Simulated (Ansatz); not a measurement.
# Sr4Zr3TiO12: gaps at several levels of theory

One table from this session's results is given with a row withheld; the runs are named, their logs left out.

Method: DFT PBEsol, scalar-relativistic, plane waves, PAW, in Ansatz 0.2.0.

That is the level of the relaxation; later steps name their own.

### The structure to begin with

The structure is cubic, space group Im-3m (No. 229). Conventional cell: a = 8.086 Å, b = 8.086 Å, c = 8.086 Å, α = 90.00°, β = 90.00°, γ = 90.00°. Around Sr (site symmetry -3m) lie 12 O at 2.86 Å. Zr (site symmetry 4/mmm) has 6 O at 2.02 Å as nearest neighbours. Ti (site symmetry m-3m) is surrounded by 6 O at 2.02 Å. O (site symmetry 4mm) has 1 Zr at 2.02 Å and 1 Ti at 2.02 Å and 4 Sr at 2.86 Å as nearest neighbours. Around O (site symmetry -4m2) lie 2 Zr at 2.02 Å and 4 Sr at 2.86 Å.

Coordinates:

```cif
data_structure
_symmetry_space_group_name_H-M 'P 1'
_symmetry_Int_Tables_number 1
_cell_length_a 7.0028
_cell_length_b 7.0028
_cell_length_c 7.0028
_cell_angle_alpha 109.471
_cell_angle_beta 109.471
_cell_angle_gamma 109.471
_cell_volume 264.36
loop_
_atom_site_label
_atom_site_type_symbol
_atom_site_fract_x
_atom_site_fract_y
_atom_site_fract_z
_atom_site_occupancy
Sr1 Sr 0.50000 0.50000 0.50000 1
Sr2 Sr 0.00000 0.00000 0.50000 1
Sr3 Sr 0.00000 0.50000 0.00000 1
Sr4 Sr 0.50000 0.00000 0.00000 1
Zr1 Zr 0.00000 0.00000 0.00000 1
Zr2 Zr 0.50000 0.50000 0.00000 1
Zr3 Zr 0.50000 0.00000 0.50000 1
Ti1 Ti 0.00000 0.50000 0.50000 1
O1 O 0.00000 0.25000 0.25000 1
O2 O 0.50000 0.75000 0.25000 1
O3 O 0.50000 0.25000 0.75000 1
O4 O 0.00000 0.75000 0.75000 1
O5 O 0.25000 0.00000 0.25000 1
O6 O 0.75000 0.50000 0.25000 1
O7 O 0.75000 0.00000 0.75000 1
O8 O 0.25000 0.50000 0.75000 1
O9 O 0.25000 0.25000 0.00000 1
O10 O 0.75000 0.75000 0.00000 1
O11 O 0.75000 0.25000 0.50000 1
O12 O 0.25000 0.75000 0.50000 1
```

The first run:

(A quick probe on a coarse mesh, which set the mesh and smearing, is not shown.)

input.yaml reads:

```yaml
crystal:
  lattice:
    - [-4.04307, 4.04307, 4.04307]
    - [4.04307, -4.04307, 4.04307]
    - [4.04307, 4.04307, -4.04307]
  atoms:
    - { symbol: Sr, position: [0.5, 0.5, 0.5] }
    - { symbol: Sr, position: [0.0, 0.0, 0.5] }
    - { symbol: Sr, position: [0.0, 0.5, 0.0] }
    - { symbol: Sr, position: [0.5, 0.0, 0.0] }
    - { symbol: Zr, position: [0.0, 0.0, 0.0] }
    - { symbol: Zr, position: [0.5, 0.5, 0.0] }
    - { symbol: Zr, position: [0.5, 0.0, 0.5] }
    - { symbol: Ti, position: [0.0, 0.5, 0.5] }
    - { symbol: O, position: [0.0, 0.25, 0.25] }
    - { symbol: O, position: [0.5, 0.75, 0.25] }
    - { symbol: O, position: [0.5, 0.25, 0.75] }
    - { symbol: O, position: [0.0, 0.75, 0.75] }
    - { symbol: O, position: [0.25, 0.0, 0.25] }
    - { symbol: O, position: [0.75, 0.5, 0.25] }
    - { symbol: O, position: [0.75, 0.0, 0.75] }
    - { symbol: O, position: [0.25, 0.5, 0.75] }
    - { symbol: O, position: [0.25, 0.25, 0.0] }
    - { symbol: O, position: [0.75, 0.75, 0.0] }
    - { symbol: O, position: [0.75, 0.25, 0.5] }
    - { symbol: O, position: [0.25, 0.75, 0.5] }
basis:
  ecutwfc: 420
kpoints:
  mp_grid: { grid: [4, 4, 4] }
hamiltonian:
  xc: pbesol
scf:
  occupations: { method: gaussian, width: 0.1 }
output:
  forces: true
  stress: true
  eigenvalues: true
relax:
  adjacent_minimum: "off"
  f_tol: 0.05
  max_steps: 80
  cell: { stress_tol: 0.5 }
```

Command:

```sh
ansatz run input.yaml --threads 8 --pin off --max-ram 22528MiB --backend cpu --events-out ev --progress --plain --runs-dir out
```

Among the steps run: Coarse relaxation; Full relaxation; Band edges over the whole zone; The run at PBEsol; Levels with PBEsol on the hybrid's mesh; Levels with HSE06; Levels with PBEsol, spin-orbit coupling; The run at r2SCAN.

One table of the session follows, with a row left open; its other results are not shown here.

```
                      level  gap (eV)  least direct gap (eV)
                     PBEsol      2.74                   2.82
PBEsol on the hybrid's mesh      2.73                   2.80
                      HSE06      4.31                   4.39
PBEsol, spin-orbit coupling      2.72                   2.80
                     r2SCAN         ?                      ?
```

Estimate the missing values for r2SCAN.

As computed: gap (eV): 3.26; least direct gap (eV): 3.33. In the column «gap (eV)» it lies between PBEsol (2.74) and HSE06 (4.31).

Gaps are by band count over the mesh and the named points; a gap of 0 means that the bands overlap or touch.
